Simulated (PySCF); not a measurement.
**C6H11As: electronic excitations**

Aim: predict the electronic excitations of C6H11As (`C#CCC[As](C)C`).

Programs: PySCF 2.14.0, with density-fitted response routines of our own. Each step states its level of theory. These are calculated values for one molecule in the gas phase, unless marked as measured. Atoms are numbered from 0 throughout.

## (1) The starting structure

18 atoms, charge 0, multiplicity 1; geometry from: GFN2-xTB.

Bonds of the start (Å): C0–C1 1.20, C1–C2 1.45, C2–C3 1.53, C3–As4 1.99, As4–C5 1.97, As4–C6 1.98, C0–H7 1.05, C2–H8 1.10, C2–H9 1.10, C3–H10 1.09, C3–H11 1.09, C5–H12 1.09, C5–H13 1.09, C5–H14 1.09, C6–H15 1.09, C6–H16 1.09, C6–H17 1.09.

## (2) Excited states and response: PBE0/def2-SVPD

The job: settings as JSON, then the geometry in Å.

```
{"job": {"kind": "uv", "xc": "PBE0", "basis": "def2-SVPD", "nstates": 8, "ntriplets": 3}, "charge": 0, "multiplicity": 1}
C      3.887870    -0.181466    -0.956870
C      2.878526    -0.021938    -0.333762
C      1.625664     0.147098     0.372391
C      0.480230    -0.548291    -0.366134
As    -1.258246    -0.328415     0.575300
C     -2.347833    -1.167591    -0.840305
C     -1.598196     1.539268     0.026674
H      4.783323    -0.315972    -1.486098
H      1.414500     1.218345     0.466209
H      1.722155    -0.268806     1.382189
H      0.699331    -1.617138    -0.447634
H      0.399596    -0.151474    -1.382447
H     -3.407295    -1.009008    -0.642999
H     -2.168064    -2.241265    -0.869467
H     -2.107489    -0.746499    -1.815358
H     -2.649457     1.780992     0.178656
H     -1.354437     1.684240    -1.024862
H     -1.008938     2.234238     0.623340
```

Level: TDDFT PBE0/def2-SVPD, vertical, gas phase, core orbitals frozen in the response.

Launch:

```
$ OMP_NUM_THREADS=1 python probes_run.py task.json out
```

One launch serves the whole session: the jobs run in the order shown.

What will the session give for the following? lowest singlet (PBE0/def2-SVPD); lowest triplet; surface potential, 1st and 99th percentile. Wanted: lowest singlet; lowest triplet; surface potential, 1st and 99th percentile.

The runs gave:

| quantity | value |
| --- | --- |
| lowest singlet (PBE0/def2-SVPD) | 6.21 eV (200 nm), f = 0.149 |
| lowest triplet | 5.18 eV |
| surface potential, 1st and 99th percentile | -0.89 V and 1.06 V |

In words: The lowest singlet, at 6.21 eV, is HOMO→LUMO 0.88, HOMO→LUMO+2 0.09 and is bright. The lowest triplet lies 1.03 eV below the lowest singlet (triplets in Tamm-Dancoff, singlets in full TDDFT).
